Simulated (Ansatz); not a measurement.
A first try at a single point from an input written key by key of C3H7ClSi, SMILES CC=C[SiH2]Cl, using Ansatz 0.2.0 through its Python package.

`c3h7clsi.py`
```python
# -*- coding: utf-8 -*-
'''Run C3H7ClSi from an input written out key by key.'''

import ansatz as az
import numpy as np

deck = {
    'crystal': {
        'periodic': [False, False, False],
        'atoms': [
            {'symbol': 'C', 'position_ang': [-0.795, 0.139, 1.5104]},
            {'symbol': 'C', 'position_ang': [0.549, 0.3082, 0.9716]},
            {'symbol': 'C', 'position_ang': [0.9691, 0.0552, -0.2811]},
            {'symbol': 'Si', 'position_ang': [0.19, -0.5306, -1.7542]},
            {'symbol': 'Cl', 'position_ang': [-0.7504, 1.1475, -2.512]},
            {'symbol': 'H', 'position_ang': [-1.1873, 1.1713, 1.8659]},
            {'symbol': 'H', 'position_ang': [-0.8317, -0.5203, 2.3385]},
            {'symbol': 'H', 'position_ang': [-1.5217, -0.147, 0.7446]},
            {'symbol': 'H', 'position_ang': [1.2813, 0.6844, 1.7477]},
            {'symbol': 'H', 'position_ang': [2.059, 0.2154, -0.446]},
            {'symbol': 'H', 'position_ang': [-0.9631, -1.5173, -1.4006]},
            {'symbol': 'H', 'position_ang': [1.0778, -1.0611, -2.7508]},
        ],
    },
    'basis': {'gaussian': {'orbitals': 'def2-SVP'}},
    'hamiltonian': {'xc': 'pbe0'},
    'output': {'forces': True},
}
session = az.Session.from_dict(deck)
data = session.plan(threads=1).execute().report

print('reference energy %16.6f eV' % data['reference_energy_ev'])
print('total energy     %16.6f eV' % data['total_energy'])
print('occupied orbitals outside the frozen core (up, down):', data['n_occupied'], ' frozen:', data['n_frozen'], ' virtual:', data['n_virtual'])
symbols = ['C', 'C', 'C', 'Si', 'Cl', 'H', 'H', 'H', 'H', 'H', 'H', 'H']
state = data['mean_field']['state']
print(f'mean field: {state["energy"]["hartree"]:.7f} Ha, <S^2> = {abs(state["spin_squared"]):.4f}, stability: {state.get("stability", {}).get("kind")}')

print('forces (eV/A)')
for symbol, f in zip(symbols, data['forces_ev_ang']):
    print(f'  {symbol:2s} {f[0]:9.4f} {f[1]:9.4f} {f[2]:9.4f}')
charges = data['charge_distribution']
dipole = np.array(charges['dipole_moment_e_ang']) * 4.803205
print('dipole (D): {:.3f} {:.3f} {:.3f}, length {:.3f}'.format(*dipole, np.linalg.norm(dipole)))
print('atom  Mulliken   Lowdin')
for symbol, m, l in zip(symbols, charges['mulliken_charges_e'], charges['lowdin_charges_e']):
    print(f'{symbol:4s} {m:9.3f} {l:8.3f}')
```

Running `python c3h7clsi.py` prints:
```text
reference energy    -23605.725525 eV
Traceback (most recent call last):
  File "c3h7clsi.py", line 33, in <module>
    print('total energy     %16.6f eV' % data['total_energy'])
                                         ~~~~^^^^^^^^^^^^^^^^
KeyError: 'total_energy'
```

Find the fault and give the corrected script.

The fault: the report has no such key (the free energy stands under free_energy_ev). Mended:

```diff
--- before
+++ after
@@ -32,3 +32,3 @@
 print('reference energy %16.6f eV' % data['reference_energy_ev'])
-print('total energy     %16.6f eV' % data['total_energy'])
+print('total energy     %16.6f eV' % data['free_energy_ev'])
 print('occupied orbitals outside the frozen core (up, down):', data['n_occupied'], ' frozen:', data['n_frozen'], ' virtual:', data['n_virtual'])
```

With that change:

`python c3h7clsi.py` gives:
```text
reference energy    -23605.725525 eV
total energy        -23605.725525 eV
occupied orbitals outside the frozen core (up, down): [28, 28]  frozen: 0  virtual: [85, 85]
mean field: -867.4944125 Ha, <S^2> = 0.0000, stability: minimum
forces (eV/A)
  C    -1.5890    2.7097   -0.7956
  C     1.2780    0.1563    0.4511
  C     2.4194    0.4298    1.7325
  Si   -3.0478   -0.7190   -0.0657
  Cl   -0.2340    0.2758   -0.5134
  H     0.5930   -1.3811   -0.2105
  H    -0.0631   -0.9626    1.2350
  H    -0.1129   -0.3700   -0.0874
  H    -0.4162   -0.3306   -0.8798
  H    -0.3671    0.1486    0.1720
  H     0.8119    0.4438   -0.4274
  H     0.7277   -0.4007   -0.6107
dipole (D): 0.939 -0.850 1.960, length 2.333
atom  Mulliken   Lowdin
C       -0.048    0.016
C       -0.093   -0.015
C       -0.260   -0.197
Si       0.519    0.187
Cl      -0.289    0.044
H        0.072    0.046
H        0.059    0.009
H        0.060    0.013
H        0.056    0.029
H        0.065    0.030
H       -0.080   -0.086
H       -0.060   -0.077
```

What to keep in mind:
- Total energies depend on the basis set; only differences at equal settings carry meaning.
- The geometry is a force-field or estimated start, not a minimum of this method, and the basis set is short of its limit.
- The Löwdin charges here are taken after orthogonalising the functions within each atom; they differ from plain Löwdin charges, and their signs can be unphysical.
- Wall time of the script: 2.1 s on 1 thread of AMD EPYC 9R45 96-Core Processor (Zen 5), with other jobs on the host, peak memory 0.3 GiB.

(A comment or docstring line of the script was reworded after the run, the code is as it ran; lines on the test bed's own set-up are left out of the output.)
